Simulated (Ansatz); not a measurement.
**C₃H₄BrF: how energies converge with the basis set**

The task here is to estimate one member of a computed series from the others.

Program: Ansatz 0.2.0, Gaussian basis. Level of theory: one geometry, several basis sets. These are calculated values, not measurements.

The runs, in order: PBE0-D4/def2-SVP; ωB97M-V/def2-SVP; PBE0-D4/def2-QZVPP; ωB97M-V/def2-QZVPP; the functionals' def2-TZVPP values are taken from earlier runs.

**The relaxed structure**

The geometry comes from an earlier relaxation with PBE0-D4 in a triple-zeta def2 set; it is a stationary point, not always the lowest conformer.

SMILES `C=C(Br)CF`, 9 atoms, charge 0, spin multiplicity 1.

Atoms are counted from 1 here; the program's logs count them from 0.

Bond lengths: C1–C2 1.319 Å, C1–H6 1.083 Å, C1–H7 1.081 Å, C2–Br3 1.891 Å, C2–C4 1.492 Å, C4–F5 1.374 Å, C4–H8 1.095 Å, C4–H9 1.095 Å. Angles: C2–C1–H6 119.0°, C2–C1–H7 122.1°, H6–C1–H7 118.9°, C1–C2–Br3 122.2°, C1–C2–C4 126.3°, Br3–C2–C4 111.5°, C2–C4–F5 110.8°, C2–C4–H8 110.2°, C2–C4–H9 110.2°, F5–C4–H8 108.6°, F5–C4–H9 108.6°, H8–C4–H9 108.5°.

As a file:

```xyz
9
C3H4BrF
C     0.5510    0.8112   -1.0134
C     0.4748   -0.1248   -0.0876
Br    1.9428   -1.2372    0.3427
C    -0.7222   -0.4532    0.7403
F    -1.7788    0.3629    0.4162
H    -0.3214    1.4197   -1.2190
H     1.4573    0.9911   -1.5748
H    -1.0215   -1.4936    0.5753
H    -0.4936   -0.3224    1.8032
```

Set-up of the first run:

File in.yaml:

```yaml
crystal:
  periodic: [false, false, false]
  atoms:
    - {symbol: C, position_ang: [0.550986, 0.811213, -1.013447]}
    - {symbol: C, position_ang: [0.474811, -0.124799, -0.087579]}
    - {symbol: Br, position_ang: [1.942826, -1.237193, 0.342747]}
    - {symbol: C, position_ang: [-0.722173, -0.453241, 0.740308]}
    - {symbol: F, position_ang: [-1.778779, 0.362874, 0.416174]}
    - {symbol: H, position_ang: [-0.321413, 1.419702, -1.219021]}
    - {symbol: H, position_ang: [1.457313, 0.991143, -1.574785]}
    - {symbol: H, position_ang: [-1.021492, -1.493622, 0.575264]}
    - {symbol: H, position_ang: [-0.493578, -0.322376, 1.803240]}
basis:
  gaussian: {orbitals: def2-SVP}
hamiltonian: {xc: pbe0, dispersion: d4}
output: {orbitals: {seedname: orbitals}}
```

Started as:

```console
ansatz run in.yaml --threads 4 --pin off --events-out ev --progress --plain --max-ram 10444MiB
```

Steps of the session up to this table: PBE0-D4 in def2-SVP; ωB97M-V in def2-SVP; PBE0-D4 in def2-QZVPP; ωB97M-V in def2-QZVPP.

One table of the session follows, with a row left open; its other results are not shown here.

It belongs to the step «Functionals by basis». 

```
functional       basis  HOMO (eV)  LUMO (eV)
   PBE0-D4    def2-SVP      -7.46      -0.11
   PBE0-D4  def2-TZVPP      -7.55      -0.33
   PBE0-D4  def2-QZVPP          ?          ?
   ωB97M-V    def2-SVP      -9.63       2.11
   ωB97M-V  def2-TZVPP      -9.73       1.78
   ωB97M-V  def2-QZVPP      -9.75       1.61
```

**Question.** Estimate the row for PBE0-D4, def2-QZVPP.

The run gave: HOMO (eV): -7.56; LUMO (eV): -0.40. In the column «HOMO (eV)» it lies between ωB97M-V, def2-SVP (-9.63) and PBE0-D4, def2-TZVPP (-7.55).
